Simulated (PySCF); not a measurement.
# Changing the system itself: SiTe

One physical setting of the base script is moved in each run, with the edits that it forces.

Program: PySCF 2.14.0. Level of theory: method and basis as typed in the scripts. These are calculated values, not measurements.

3 further runs of the same task are left out: 3 that didn't finish.

## Step 1: Where the work starts

SiTe: 2 atoms, charge 0, spin multiplicity 1.

Bond lengths: Si1–Te2 2.192 Å.

## Step 2: The base run

input.py reads:

```python
from pyscf import gto, scf, mp

mol = gto.M(
    atom='Si 0 0 0; Te 0 0 2.192',
    basis='x2c-svpall',
    charge=0,
    spin=0,
    verbose=4,
)
mf = scf.RHF(mol)
mf = mf.sfx2c1e()
mf.kernel()
mp.MP2(mf, frozen=23).kernel()
mf.dip_moment()
print('orbital energies (hartree):', mf.mo_energy[..., max(0, mol.nelec[1]-3):mol.nelec[0]+3].round(4))
```

The run is started by

```
$ OMP_NUM_THREADS=1 python input.py
```

Its log is not repeated here.

It gives: E(SCF) = -7079.717728 Eh, 9 cycles, E(MP2) − E(SCF) = -0.18936 Eh, μ = 0.87 D (of the SCF density).

The bond length is a typed value, not an optimised one.

## Step 3: Electric field 0.01 a.u.

Variant 1 changes electric field: none → 0.01 a.u.

input.py reads:

```python
from pyscf import gto, scf, mp

mol = gto.M(
    atom='Si 0 0 0; Te 0 0 2.192',
    basis='x2c-svpall',
    charge=0,
    spin=0,
    verbose=4,
)
mf = scf.RHF(mol)
mf = mf.sfx2c1e()
field = 0.01  # electric field along z, atomic units
h = mf.get_hcore() + field*mol.intor('int1e_r')[2]
mf.get_hcore = lambda *args: h
e_nuc = mol.energy_nuc() - field*mol.atom_charges() @ mol.atom_coords()[:, 2]
mf.energy_nuc = lambda *args: e_nuc
mf.kernel()
mp.MP2(mf, frozen=23).kernel()
mf.dip_moment()
print('orbital energies (hartree):', mf.mo_energy[..., max(0, mol.nelec[1]-3):mol.nelec[0]+3].round(4))
```

The run is started by

```
$ OMP_NUM_THREADS=1 python input.py
```

## Step 4: Triplet (UHF)

Variant 2 changes spin (2S): 0 → 2; SCF type: RHF → UHF.

input.py reads:

```python
from pyscf import gto, scf, mp

mol = gto.M(
    atom='Si 0 0 0; Te 0 0 2.192',
    basis='x2c-svpall',
    charge=0,
    spin=2,
    verbose=4,
)
mf = scf.UHF(mol)
mf = mf.sfx2c1e()
mf.kernel()
mp.MP2(mf, frozen=23).kernel()
mf.dip_moment()
print('orbital energies (hartree):', [e[max(0, n-3):n+3].round(4) for e, n in zip(mf.mo_energy, mol.nelec)])
```

## Step 5: Bond 2.039 Å

Variant 3 changes bond length: 2.192 Å → 2.039 Å.

Changes to input.py since step 2:

```diff
@@ -3,3 +3,3 @@
 mol = gto.M(
-    atom='Si 0 0 0; Te 0 0 2.192',
+    atom='Si 0 0 0; Te 0 0 2.039',
     basis='x2c-svpall',
```

**Question.** What will these runs give? Wanted: for each run, E(SCF); from base; gap, α spin; SCF dipole; after the SCF.

The runs gave:

| run | E(SCF) (hartree) | from base (eV) | cycles | gap, α spin (eV) | SCF dipole (D) | after the SCF |
| --- | --- | --- | --- | --- | --- | --- |
| base | -7079.717728 | 0 | 9 | 9.87 | 0.87 | MP2 correlation -5.153 eV, core frozen |
| electric field 0.01 a.u. | -7079.718682 | -0.0260 | 9 | 9.67 | 1.37 | MP2 correlation -5.239 eV, core frozen |
| triplet (UHF) | -7079.633477 | +2.2926 | 19 | 6.85 | 1.45 | MP2 correlation -4.384 eV, core frozen |
| bond 2.039 Å | -7079.692832 | +0.6774 | 9 | 10.54 | 0.16 | MP2 correlation -5.032 eV, core frozen |

In words: The largest comparable shift of the SCF energy, +2.293 eV, comes with the run “triplet (UHF)”. The triplet solution found lies 2.29 eV above the base singlet at this geometry and level.
